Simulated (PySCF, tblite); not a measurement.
# C₅H₁₃B₂N: geometry, infrared bands, NMR shifts, electronic excitations and core binding energies

What infrared bands, NMR shifts, electronic excitations and core binding energies should C₅H₁₃B₂N (`BCBN1CCCC1`) show?

The runs use tblite 0.8.0 and PySCF 2.14.0, with density-fitted response routines of our own; the level of theory stands in each step. All values are computed, except where a source is named. Atoms are numbered from 0 throughout.

## (1) The starting structure

21 atoms, charge 0, multiplicity 1; geometry from: force field or distance geometry start.

Bonds of the start (Å): B0–C1 1.58, C1–B2 1.58, B2–N3 1.53, N3–C4 1.44, C4–C5 1.53, C5–C6 1.52, C6–C7 1.53, C7–N3 1.43, B0–H8 1.19, B0–H9 1.19, C1–H10 1.11, C1–H11 1.12, B2–H12 1.19, C4–H13 1.12, C4–H14 1.09, C5–H15 1.10, C5–H16 1.10, C6–H17 1.10, C6–H18 1.10, C7–H19 1.09, C7–H20 1.11.

## (2) Relaxing the molecule with GFN2-xTB

What the job is given:

```
{"job": {"kind": "relax", "xc": "GFN2-xTB", "basis": "xTB"}, "charge": 0, "multiplicity": 1}
B      3.685100    -0.106700    -0.476800
C      2.393900    -0.718400     0.189900
B      1.130300     0.051300    -0.352700
N     -0.209300    -0.408500     0.227800
C     -0.795800     0.547000     1.134100
C     -2.288600     0.269100     0.952400
C     -2.341600     0.241200    -0.571300
C     -1.145400    -0.674200    -0.825600
H      3.775000    -0.247100    -1.654500
H      4.029200     0.957900    -0.069900
H      2.225400    -1.791500    -0.056400
H      2.367500    -0.572400     1.299400
H      1.232800     1.236100    -0.453400
H     -0.635400     1.580900     0.728200
H     -0.474500     0.478700     2.173900
H     -2.486700    -0.748100     1.324800
H     -2.914200     1.052300     1.398700
H     -2.060100     1.208400    -1.013900
H     -3.286100    -0.168600    -0.945300
H     -0.734300    -0.439900    -1.812500
H     -1.476100    -1.730500    -0.733500
```

Run with:

```bash
$ OMP_NUM_THREADS=1 python probes_run.py task.json out
```

The driver reads the jobs from task.json and runs them one after another.

**Question.** This job is followed by: GFN2-xTB harmonic vibrations, gas phase; PBE0-D3(BJ)/def2-SVP geometry optimisation, gas phase; GIAO PBE0/pcSseg-1 NMR shielding, non-relativistic, gas phase; TDDFT CAM-B3LYP/def2-SVPD, vertical, gas phase, core orbitals frozen in the response; GIAO CAM-B3LYP/pcSseg-1 NMR shielding, non-relativistic, gas phase; delta-SCF UKS SCAN, pcX-2 on the ionised atom, pcseg-1 elsewhere, spin-free X2C. Predict these results of the whole session: strongest single infrared mode (GFN2-xTB); zero-point energy (GFN2-xTB); point group; rotational constants (main isotopes); 13C shifts against TMS (PBE0/pcSseg-1, means over atoms taken as alike); 1H shifts against TMS (PBE0/pcSseg-1, means over atoms taken as alike); 11B shifts against BF3·OEt2 (PBE0/pcSseg-1); 15N shifts against NH3 (PBE0/pcSseg-1); lowest singlet (CAM-B3LYP/def2-SVPD); lowest triplet; vertical ionisation energy (ΔSCF); vertical electron affinity (ΔSCF); C1s binding energies, SCAN/pcX-2; N1s binding energies, SCAN/pcX-2; range of the shift of B0.

**Answer**, as computed:

| quantity | value |
| --- | --- |
| strongest single infrared mode (GFN2-xTB) | 1460 cm⁻¹, 249 km/mol |
| zero-point energy (GFN2-xTB) | 111.6 kcal/mol |
| point group | C1 |
| rotational constants (main isotopes) | 4.55, 1.23, 1.08 GHz |
| 13C shifts against TMS (PBE0/pcSseg-1, means over atoms taken as alike) | 52.4, 46.7, 29.2 ppm |
| 1H shifts against TMS (PBE0/pcSseg-1, means over atoms taken as alike) | 7.39, 5.10, 3.47, 2.92, 1.70 ppm |
| 11B shifts against BF3·OEt2 (PBE0/pcSseg-1) | 80.8, 37.3 ppm |
| 15N shifts against NH3 (PBE0/pcSseg-1) | 165.7 ppm |
| lowest singlet (CAM-B3LYP/def2-SVPD) | 5.34 eV (232 nm), f = 0.126 |
| lowest triplet | 4.41 eV |
| vertical ionisation energy (ΔSCF) | 9.02 eV |
| vertical electron affinity (ΔSCF) | -0.46 eV (unbound: the value hangs on the basis) |
| C1s binding energies, SCAN/pcX-2 | C4 291.42, C5 290.79, C1 289.32 eV |
| N1s binding energies, SCAN/pcX-2 | N3 404.63 eV |
| range of the shift of B0 | 80.8 to 85.3 ppm |

Over 185 steps the energy fell by 2.203 eV; of the close pairs, B2–N3 changed most, 1.531 to 1.379 Å (GFN2-xTB). No mode is imaginary among the 57: a minimum at this level. The strongest single mode, at 1460 cm⁻¹, moves mainly N3 and B2. Unscaled tight-binding wavenumbers are off by several per cent, some by more. Its intensities can rank the bands wrongly. The optimisation took 6 steps and gained 0.269 eV; among the close pairs (by a distance rule), B2–N3 changed most, from 1.327 to 1.394 Å (PBE0/def2-SVP). C4, C7 (mean) (sp3 CH2 bonded to N) lies farthest downfield among carbon, at 52.4 ppm; deshielded by the electronegative neighbour. At PBE0/pcSseg-1: The largest span, 205 ppm, is at N3, where the paramagnetic term is -227 ppm. The first singlet state (HOMO→LUMO 0.82, HOMO−1→LUMO 0.11) lies at 5.34 eV and is bright. The lowest triplet lies 0.93 eV below the lowest singlet (triplets in Tamm-Dancoff, singlets in full TDDFT). The orbital energy would give 8.47 eV for ionisation, ΔSCF gives 9.02 eV. C4 (sp3 CH2 bonded to N) binds its C1s electron 2.10 eV more tightly than C1 (sp3 CH2 bonded to 2 B). Across the 2 runs the shift of B0 moves most, between 80.8 (PBE0/pcSseg-1) and 85.3 ppm (CAM-B3LYP/pcSseg-1).
